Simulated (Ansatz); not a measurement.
# H7NO3Si2: a ladder of functionals and wavefunction methods

One table from this session's results is given with a row withheld; the runs are named, their logs left out.

The runs use Ansatz 0.2.0, Gaussian basis; functionals in def2-TZVPP, the program's frozen cores in correlated methods.

The runs, in order: PBE-D4, r2SCAN-D4, PBE0-D4, B3LYP-D4, ωB97X-V, ωB97M-V, B2PLYP; CCSD(T)/def2-TZVPP; MP2/def2-QZVPP; extrapolation to the limit.

## The relaxed structure

The geometry comes from an earlier relaxation with PBE0-D4 in a triple-zeta def2 set; it is a stationary point, not always the lowest conformer.

SMILES `O[SiH2]N[SiH](O)O`, 13 atoms, charge 0, spin multiplicity 1.

Atoms are counted from 1 here; the program's logs count them from 0.

Bond lengths: O1–Si2 1.659 Å, O1–H7 0.959 Å, Si2–N3 1.717 Å, Si2–H8 1.486 Å, Si2–H9 1.477 Å, N3–Si4 1.717 Å, N3–H10 1.009 Å, Si4–O5 1.634 Å, Si4–O6 1.642 Å, Si4–H11 1.479 Å, O5–H12 0.963 Å, O6–H13 0.958 Å. Angles: Si2–O1–H7 116.6°, O1–Si2–N3 111.4°, O1–Si2–H8 111.3°, O1–Si2–H9 102.8°, N3–Si2–H8 107.1°, N3–Si2–H9 112.4°, H8–Si2–H9 111.9°, Si2–N3–Si4 124.2°, Si2–N3–H10 117.2°, Si4–N3–H10 117.3°, N3–Si4–O5 107.5°, N3–Si4–O6 105.2°, N3–Si4–H11 115.4°, O5–Si4–O6 115.5°, O5–Si4–H11 104.9°, O6–Si4–H11 108.6°, Si4–O5–H12 117.1°, Si4–O6–H13 116.9°.

Geometry (Å):

| atom | x (Å) | y (Å) | z (Å) |
| --- | --- | --- | --- |
| O1 | 1.89413 | 0.60035 | -0.98356 |
| Si2 | 0.74388 | 1.53757 | -0.24126 |
| N3 | -0.31440 | 0.58735 | 0.72132 |
| Si4 | -1.11174 | -0.82953 | 0.16929 |
| O5 | -0.56814 | -1.14291 | -1.33924 |
| O6 | -0.77746 | -1.97788 | 1.29484 |
| H7 | 2.56751 | 0.21846 | -0.41705 |
| H8 | 1.36636 | 2.54401 | 0.65815 |
| H9 | 0.05135 | 2.17040 | -1.38246 |
| H10 | -0.31562 | 0.76082 | 1.71552 |
| H11 | -2.57993 | -0.71773 | 0.02947 |
| H12 | 0.36662 | -0.98482 | -1.51100 |
| H13 | -1.32257 | -2.76609 | 1.28597 |

The first run:

The input, in.yaml:

```yaml
crystal:
  periodic: [false, false, false]
  atoms:
    - {symbol: O, position_ang: [1.894132, 0.600347, -0.983557]}
    - {symbol: Si, position_ang: [0.743880, 1.537575, -0.241263]}
    - {symbol: N, position_ang: [-0.314397, 0.587352, 0.721321]}
    - {symbol: Si, position_ang: [-1.111736, -0.829528, 0.169287]}
    - {symbol: O, position_ang: [-0.568142, -1.142909, -1.339238]}
    - {symbol: O, position_ang: [-0.777461, -1.977883, 1.294844]}
    - {symbol: H, position_ang: [2.567509, 0.218463, -0.417048]}
    - {symbol: H, position_ang: [1.366363, 2.544006, 0.658153]}
    - {symbol: H, position_ang: [0.051355, 2.170404, -1.382463]}
    - {symbol: H, position_ang: [-0.315622, 0.760819, 1.715521]}
    - {symbol: H, position_ang: [-2.579930, -0.717730, 0.029474]}
    - {symbol: H, position_ang: [0.366618, -0.984823, -1.510995]}
    - {symbol: H, position_ang: [-1.322570, -2.766092, 1.285973]}
basis:
  gaussian: {orbitals: def2-TZVPP}
hamiltonian: {xc: pbe, dispersion: d4}
output: {forces: true, orbitals: {seedname: orbitals}}
```

Launch:

```console
$ ansatz run in.yaml --threads 2 --pin off --events-out ev --progress --plain --max-ram 32768MiB --backend cuda --devices 0, --max-vram 18GiB
```

Among the steps run: PBE-D4 (GGA); r2SCAN-D4 (meta-GGA); PBE0-D4 (hybrid); B3LYP-D4 (hybrid); ωB97X-V (range-separated); ωB97M-V (range-separated); B2PLYP (double hybrid); CCSD(T) in def2-TZVPP; MP2 in def2-QZVPP.

One of the session's tables, all rows but one given; the rest of the session is left out.

```
            method  atomisation energy (kJ/mol)
            PBE-D4                       4942.1
         r2SCAN-D4                       4902.8
           PBE0-D4                       4842.3
          B3LYP-D4                       4896.8
           ωB97X-V                       4932.5
           ωB97M-V                            ?
            B2PLYP                       4855.2
     HF/def2-TZVPP                       3463.0
    MP2/def2-TZVPP                       4889.4
   CCSD/def2-TZVPP                       4708.8
CCSD(T)/def2-TZVPP                       4781.1
           MP2/CBS                       5053.4
       CCSD(T)/CBS                       4945.0
```

Estimate the missing values for ωB97M-V.

The run gave: atomisation energy (kJ/mol): 4935.4. In the column «atomisation energy (kJ/mol)» it lies between ωB97X-V (4932.5) and PBE-D4 (4942.1).
